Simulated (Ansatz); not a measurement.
# CH₄BrOSi radical: basis-set convergence

How large a basis does CH₄BrOSi radical need? Two functionals are run in growing sets.

Program: Ansatz 0.2.0, Gaussian basis. Level of theory: one geometry, several basis sets. These are calculated values, not measurements.

Plan: PBE0-D4/def2-SVP; ωB97M-V/def2-SVP; PBE0-D4/def2-QZVPP; ωB97M-V/def2-QZVPP; the functionals' def2-TZVPP values are taken from earlier runs.

### 1 The geometry

The geometry comes from an earlier relaxation with PBE0-D4 in a triple-zeta def2 set; it is a stationary point, not always the lowest conformer.

SMILES `CO[SiH]Br`, 8 atoms, charge 0, spin multiplicity 2.

Atoms are counted from 1 here; the program's logs count them from 0.

Bond lengths: C1–O2 1.413 Å, C1–H5 1.094 Å, C1–H6 1.094 Å, C1–H7 1.090 Å, O2–Si3 1.631 Å, Si3–Br4 2.238 Å, Si3–H8 1.489 Å. Angles: O2–C1–H5 111.1°, O2–C1–H6 111.0°, O2–C1–H7 107.8°, H5–C1–H6 109.0°, H5–C1–H7 108.9°, H6–C1–H7 109.1°, C1–O2–Si3 126.9°, O2–Si3–Br4 110.8°, O2–Si3–H8 105.2°, Br4–Si3–H8 108.3°.

### 2 PBE0-D4 in def2-SVP

Contents of in.yaml:

```yaml
crystal:
  periodic: [false, false, false]
  atoms:
    - {symbol: C, position_ang: [-1.035560, 0.599180, -0.133620]}
    - {symbol: O, position_ang: [-0.315237, -0.429395, 0.513500]}
    - {symbol: Si, position_ang: [1.022216, -1.184236, -0.036764]}
    - {symbol: Br, position_ang: [2.581651, 0.302544, -0.642033]}
    - {symbol: H, position_ang: [-1.501844, 0.233719, -1.053214]}
    - {symbol: H, position_ang: [-0.382846, 1.442326, -0.376293]}
    - {symbol: H, position_ang: [-1.816556, 0.937410, 0.547651]}
    - {symbol: H, position_ang: [1.540376, -1.958748, 1.124972]}
basis:
  gaussian: {orbitals: def2-SVP}
magnetization: {spin_polarized: true, initial_magnetization: 1}
hamiltonian: {xc: pbe0, dispersion: d4}
output: {orbitals: {seedname: orbitals}}
```

After this run come: ωB97M-V in def2-SVP; PBE0-D4 in def2-QZVPP; ωB97M-V in def2-QZVPP.

Q: Predict the results of all the runs planned. Wanted: PBE0-D4: double and triple zeta above quadruple; ωB97M-V: double and triple zeta above quadruple.

As calculated:

```
                                       quantity           value
PBE0-D4: double and triple zeta above quadruple  17.01, 1.89 eV
ωB97M-V: double and triple zeta above quadruple  17.02, 1.82 eV
```

**Reading.** For PBE0-D4 the step from double to triple zeta gains 15.12 eV and the next only 1.89 eV. These are total energies; as a rule much of such shifts cancels in differences, which this series doesn't test.
